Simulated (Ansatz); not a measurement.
I need a single point from an input typed as a dict of FeNi₃, space group I4/mmm. Use the Ansatz DFT code, driven from Python. Settings: LDA, PAW, cutoff 510 eV, 9×9×9 k-points, Gaussian smearing of 0.1 eV, collinear spin.

```
Fe Ni
1.0
    -1.76698    1.76698    3.53959
     1.76698   -1.76698    3.53959
     1.76698    1.76698   -3.53959
Fe Ni
1 3
Direct
  0.00000 0.00000 0.00000
  0.50000 0.50000 0.00000
  0.75000 0.25000 0.50000
  0.25000 0.75000 0.50000
```

`deck_feni3.py`:
```python
"""Single point of FeNi3 through the engine session."""

import ansatz as az
import numpy as np
import pandas as pd

inputs = {
    "crystal": {
        "lattice": [
            [-1.766979, 1.766979, 3.539592],
            [1.766979, -1.766979, 3.539592],
            [1.766979, 1.766979, -3.539592],
        ],
        "atoms": [
            {"symbol": "Fe", "position": [0.0, 0.0, 0.0], "spin": 3.5},
            {"symbol": "Ni", "position": [0.5, 0.5, 0.0], "spin": 1.5},
            {"symbol": "Ni", "position": [0.75, 0.25, 0.5], "spin": 1.5},
            {"symbol": "Ni", "position": [0.25, 0.75, 0.5], "spin": 1.5},
        ],
    },
    "magnetization": {"spin_polarized": True},
    "kpoints": {"mp_grid": {"grid": [9, 9, 9]}},
    "hamiltonian": {"xc": "lda"},
    "scf": {"occupations": {"method": "gaussian", "width": 0.1}},
    "basis": {"ecutwfc": 510},
    "output": {"forces": True, "stress": True},
}

planned = az.Session.from_dict(inputs).plan(threads=1, pin="off")
res = planned.execute()
rep = res.report

print(f"free energy      {rep['free_energy_ev']:.5f} eV")
print(f"per atom         {rep['free_energy_ev'] / len(res.lattice.sites):.5f} eV")
print(f"SCF iterations   {rep['n_iterations']}  (converged: {rep['converged']})")

# pressure is a third of the trace
stress = np.array(rep["stress_gpa"])
print(f"pressure {np.trace(stress) / 3:.3f} GPa")
print("stress tensor, GPa, positive in compression")
print(np.round(stress, 3) + 0.0)

# forces in eV per angstrom
table = pd.DataFrame(rep["forces_ev_ang"], columns=["fx", "fy", "fz"])
table.insert(0, "atom", [site["symbol"] for site in rep["lattice"]["sites"]])
print(table.round(4).to_string())

print("site moments (muB):", [round(m, 2) for m in rep["site_moments_mub"]])
print("electrons up, down:", [round(n, 3) for n in rep["spin_occupation_sums"]])
```

```console
$ python deck_feni3.py
free energy      -21740.13430 eV
per atom         -5435.03358 eV
SCF iterations   15  (converged: True)
pressure -16.321 GPa
stress tensor, GPa, positive in compression
[[-16.322   0.      0.   ]
 [  0.    -16.322   0.   ]
 [  0.      0.    -16.317]]
  atom   fx   fy   fz
0   Fe -0.0  0.0  0.0
1   Ni  0.0  0.0  0.0
2   Ni  0.0 -0.0  0.0
3   Ni -0.0 -0.0  0.0
site moments (muB): [2.73, 0.58, 0.61, 0.61]
electrons up, down: [37.216, 32.784]
```

Caveats:
- Absolute energies stand on the zero of these potentials, so only differences at equal settings mean something.
- The magnetic order follows from the starting moments and needn't be the lowest.
- The mesh is modest for a metal, so energies can be off by several to tens of meV an atom and pressures by half a GPa or more; differences at equal mesh fare better.
- At these settings the cell as given stands under about -16 GPa, so it isn't at this functional's equilibrium volume.
- The structure comes from a database of computed cells and needn't be a stable or known phase.
- It ran for 42 s on 1 thread of Arm Neoverse V2, with other jobs on the host, peak memory 0.71 GiB.

(Lines on the test bed's own set-up are left out of the output.)
